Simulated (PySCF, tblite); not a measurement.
# C₄H₁₀Cl₂P₂Si: geometry, infrared bands and NMR shifts

Aim: predict the infrared bands and NMR shifts of C₄H₁₀Cl₂P₂Si (`P[Si]1(P)CC[C@@H]1C(Cl)Cl`).

Computed with tblite 0.8.0 and PySCF 2.14.0, with density-fitted response routines of our own, on a single molecule in the gas phase. Atoms count from 0, in the outputs and in this text.

### 1 The starting structure

19 atoms, charge 0, multiplicity 1; geometry from: force field or distance geometry start.

Bonds of the start (Å): P0–Si1 2.19, Si1–P2 2.19, Si1–C3 1.86, C3–C4 1.49, C4–C5 1.51, C5–C6 1.50, C6–Cl7 1.78, C6–Cl8 1.79, C5–Si1 1.82, P0–H9 1.47, P0–H10 1.45, P2–H11 1.45, P2–H12 1.44, C3–H13 1.10, C3–H14 1.10, C4–H15 1.10, C4–H16 1.13, C5–H17 1.12, C6–H18 1.10.

### 2 Geometry optimisation with GFN2-xTB

The job: settings as JSON, then the geometry in Å.

```
{"job": {"kind": "relax", "xc": "GFN2-xTB", "basis": "xTB"}, "charge": 0, "multiplicity": 1}
P     -0.880000    -0.318100     2.423800
Si    -0.765900     0.184500     0.294600
P     -2.491100     1.251400    -0.524200
C     -0.403500    -1.324100    -0.736900
C      0.836900    -0.664800    -1.243300
C      0.854700     0.600800    -0.426300
C      2.070400     0.663500     0.453300
Cl     1.925300     1.865400     1.757000
Cl     2.473500    -0.920800     1.175400
H     -1.988400     0.379700     3.080800
H     -1.172100    -1.732600     2.554800
H     -3.287300     0.423600    -1.411200
H     -2.047300     2.425900    -1.222700
H     -0.152500    -2.185100    -0.092500
H     -1.177600    -1.548400    -1.488000
H      1.750400    -1.250700    -1.073800
H      0.724900    -0.353000    -2.325300
H      0.791300     1.538900    -1.034500
H      2.928500     0.973300    -0.168500
```

Started as:

```bash
OMP_NUM_THREADS=1 python probes_run.py task.json out
```

This one command runs all jobs of the session in turn.

**Question.** This job is followed by: GFN2-xTB harmonic vibrations, gas phase; GIAO PBE0/pcSseg-1 NMR shielding, non-relativistic, gas phase. What will the session give for the following? strongest single infrared mode (GFN2-xTB); zero-point energy (GFN2-xTB); ¹³C shifts against TMS (PBE0/pcSseg-1); ¹H shifts against TMS (PBE0/pcSseg-1, means over atoms taken as alike); ³¹P shifts against H3PO4 (PBE0/pcSseg-1); ²⁹Si shifts against TMS (PBE0/pcSseg-1); ³⁵Cl shifts against HCl (PBE0/pcSseg-1).

The runs gave:

```
                                                              quantity                                               value
                             strongest single infrared mode (GFN2-xTB)                               2278 cm⁻¹, 127 km/mol
                                          zero-point energy (GFN2-xTB)                                       79.8 kcal/mol
                                ¹³C shifts against TMS (PBE0/pcSseg-1)                          92.3, 47.0, 26.8, 24.1 ppm
¹H shifts against TMS (PBE0/pcSseg-1, means over atoms taken as alike)  6.20, 2.35, 2.29, 2.09, 1.86, 1.61, 1.55, 1.47 ppm
                              ³¹P shifts against H3PO4 (PBE0/pcSseg-1)                                  -265.2, -271.0 ppm
                               ²⁹Si shifts against TMS (PBE0/pcSseg-1)                                            28.4 ppm
                               ³⁵Cl shifts against HCl (PBE0/pcSseg-1)                                        281, 241 ppm
```

What this shows: Over 155 steps the energy fell by 1.808 eV; of the close pairs, Si1–C5 changed most, 1.822 to 1.932 Å. All 51 modes are real, so the xTB geometry is a minimum. The strongest single mode, at 2278 cm⁻¹, moves mainly H9. Unscaled tight-binding wavenumbers are off by several per cent, some by more. Its intensities can rank the bands wrongly. C6 stands next to heavy halogen, whose spin-orbit shielding this run leaves out, so the computed shift lies too far downfield, most of all for carbon beside Br or I. H18 (hydrogen on an sp3 CH bonded to 2 Cl) lies farthest downfield among hydrogen, at 6.20 ppm; its carbon carries Cl, which withdraws density. At PBE0/pcSseg-1: Shielding is most anisotropic at Cl7 (span 592 ppm, paramagnetic term -477 ppm).
